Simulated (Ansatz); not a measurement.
# CH5BClFO: the cost of one run

Method: RKS PBE-D4/def2-mTZVP, in Ansatz 0.2.0.

## 1. The starting structure

Bond lengths: C2–H3 1.110 Å, C2–H4 1.110 Å, C2–H5 1.110 Å, B1–F6 1.320 Å, B1–Cl7 1.860 Å, B1–O8 1.710 Å, O8–H9 1.010 Å, C2–H10 1.168 Å, O8–H10 1.161 Å. Angles: H3–C2–H4 109.4°, H3–C2–H5 109.4°, H3–C2–H10 74.3°, H4–C2–H5 109.4°, H4–C2–H10 65.9°, H5–C2–H10 175.1°, F6–B1–Cl7 120.0°, F6–B1–O8 105.6°, Cl7–B1–O8 92.7°, B1–O8–H9 109.5°, B1–O8–H10 82.1°, H9–O8–H10 157.5°, C2–H10–O8 134.8°.

Structure file:

```xyz
10

B     0.0000    0.0000    0.0000
C     0.0000    0.0000    1.9500
H    -0.9996   -0.3092    2.3205
H     0.7676   -0.7111    2.3205
H     0.2320    1.0203    2.3205
F     1.1431    0.0000   -0.6600
Cl   -1.6108    0.0000   -0.9300
O    -0.2190   -1.6079    0.5392
H    -0.6224   -2.1606   -0.2037
H    -0.1495   -1.0979    1.5797
```

## 2. A restrained relaxation towards end A

Springs on the bonds that form and break draw the guess towards this end; the thresholds are loose.

input.yaml reads:

```yaml
crystal:
  periodic: [false, false, false]
  atoms:
    - { symbol: B, position_ang: [0.0, 0.0, 0.0] }
    - { symbol: C, position_ang: [0.0, 0.0, 1.95] }
    - { symbol: H, position_ang: [-0.9996, -0.3092, 2.3205] }
    - { symbol: H, position_ang: [0.7676, -0.7111, 2.3205] }
    - { symbol: H, position_ang: [0.232, 1.0203, 2.3205] }
    - { symbol: F, position_ang: [1.1431, 0.0, -0.66] }
    - { symbol: Cl, position_ang: [-1.6108, 0.0, -0.93] }
    - { symbol: O, position_ang: [-0.219, -1.6079, 0.5392] }
    - { symbol: H, position_ang: [-0.6224, -2.1606, -0.2037] }
    - { symbol: H, position_ang: [-0.1495, -1.0979, 1.5797] }
basis:
  gaussian: { orbitals: def2-mTZVP }
hamiltonian:
  xc: pbe
  dispersion: d4
relax:
  f_tol: 0.15
  max_steps: 25
  restrain:
    - { distance: [0, 7], at: 2.61, k: 30.0 }
    - { distance: [9, 1], at: 2.31, k: 30.0 }
    - { distance: [0, 1], at: 1.6, k: 30.0 }
    - { distance: [9, 7], at: 1.01, k: 30.0 }
```

Started as:

```sh
ansatz run input.yaml --threads 4 --pin off --max-ram 5120MiB --backend cpu --events-out ev --progress --plain --runs-dir out
```

**Question.** How long does this run take on 4 threads of Arm Neoverse V1, shared host, and how much memory does it need?

About 17 s, with a peak of 0.23 GiB.
